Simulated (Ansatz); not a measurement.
Crystal: NiMoIrPdW.

```
Ni Mo Pd Ir W
1.0
     2.76078    0.00000    0.00000
    -1.38039    2.39090    0.00000
     0.00000    0.00000   11.34051
Ni Mo Pd Ir W
1 1 1 1 1
Direct
  0.00000 0.00000 0.70917
  0.66667 0.33333 0.29425
  0.66667 0.33333 0.89901
  0.00000 0.00000 0.10604
  0.66667 0.33333 0.52921
```

The cell was built by a generator and needn't be a form met in nature.

Base run:

- Program: Ansatz 0.2.0
- Functional: PBE
- Potentials or basis: Ansatz PAW
- Cutoff: 420 eV (not typed: the program's choice for these potentials)
- k mesh: 11 × 11 × 3
- Occupations: fermi-dirac, width 0.05 eV
- Spin: collinear spin, ferromagnetic start
- Starting moments: [1.0, 1.0, 0.0, 0.6, 0.0] μB

Its results: band gap on the k mesh none (metal or under the smearing width); pressure -0.2 GPa; net moment 0.00 μB per cell; largest force 0.281 eV/Å.

Task: After a change of settings the same cell gave: band gap on the k mesh none (metal or under the smearing width); pressure 2.7 GPa; net moment 0.00 μB per cell; largest force 0.327 eV/Å. Which change was it?
A. hubbard terms from none to Ir d U = 2 eV, Mo d U = 2 eV, Ni d U = 2 eV, Pd d U = 2 eV, W d U = 2 eV; hubbard projectors from none to ortho-atomic (the default)
B. potentials or basis from Ansatz PAW to Ansatz PAW earlier set; cutoff from 420 eV (not typed: the program's choice for these potentials) to 1080 eV; valence electrons from 81 to 109
C. functional from PBE to revPBE
D. potentials or basis from Ansatz PAW to SPMS NC; cutoff from 420 eV (not typed: the program's choice for these potentials) to 925 eV (not typed: the program's choice for these potentials)

Result: C.

revPBE binds less tightly than PBE, so the same cell stands under more pressure.

Caveats: the starting moments weren't kept; spin-orbit coupling is left out, which moves the levels of the heavy elements (some runs); the PAW data sets come from PBE, with cores solved anew for the run's functional, which leaves a small shift of forces and pressure (some runs).
